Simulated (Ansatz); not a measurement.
# Nb2Br: the cost of one run

Method: DFT PBE, scalar-relativistic, plane waves, PAW, in Ansatz 0.2.0.

4 further runs of the same task are left out: 1 that didn't finish, 3 set aside as unsound or not needed.

### 1 The structure to begin with

The structure is trigonal, space group R-3m (No. 166). Conventional cell: a = 3.648 Å, b = 3.648 Å, c = 16.527 Å, α = 90.00°, β = 90.00°, γ = 120.00°. Around Nb (site symmetry 3m) lie 3 Br at 2.52 Å. Around Br (site symmetry -3m) lie 6 Nb at 2.52 Å.

Coordinates:

```cif
data_structure
_symmetry_space_group_name_H-M 'R-3m:H'
_symmetry_Int_Tables_number 166
_cell_length_a 3.6481
_cell_length_b 3.6481
_cell_length_c 16.5272
_cell_angle_alpha 90.000
_cell_angle_beta 90.000
_cell_angle_gamma 120.000
_cell_volume 190.48
loop_
_atom_site_label
_atom_site_type_symbol
_atom_site_symmetry_multiplicity
_atom_site_Wyckoff_symbol
_atom_site_fract_x
_atom_site_fract_y
_atom_site_fract_z
_atom_site_occupancy
Nb1 Nb 6 c 0.00000 0.00000 0.75000 1
Br1 Br 3 a 0.00000 0.00000 0.00000 1
```

This is candidate A: anti-cadmium chloride type (R-3m, No. 166).

(A quick probe on a coarse mesh, which set the mesh and smearing, is not shown.)

### 3 Rough relaxation on the coarse mesh (candidate A)

File input.yaml:

```yaml
crystal:
  lattice:
    - [1.8240391981, 1.053109522, 5.509064991]
    - [-1.8240391981, 1.053109522, 5.509064991]
    - [0.0, -2.1062190441, 5.509064991]
  atoms:
    - { symbol: Nb, position: [0.75, 0.75, 0.75] }
    - { symbol: Nb, position: [0.25, 0.25, 0.25] }
    - { symbol: Br, position: [0.0, 0.0, 0.0] }
basis:
  ecutwfc: 420
kpoints:
  mp_grid: { grid: [6, 6, 6] }
hamiltonian:
  xc: pbe
scf:
  occupations: { method: gaussian, width: 0.1 }
  lower_state_search: "off"
output:
  forces: true
  stress: true
  eigenvalues: true
relax:
  adjacent_minimum: "off"
  f_tol: 0.04
  max_steps: 70
  cell: { stress_tol: 0.4 }
```

Started as:

```console
$ ansatz run input.yaml --threads 1 --pin off --max-ram 2560MiB --backend cpu --events-out ev --progress --plain --runs-dir out
```

**Question.** How long does this run take on 1 thread of Intel Xeon Platinum 8488C (Sapphire Rapids), shared host, and how much memory does it need?

About 28 s, with a peak of 0.4 GiB.
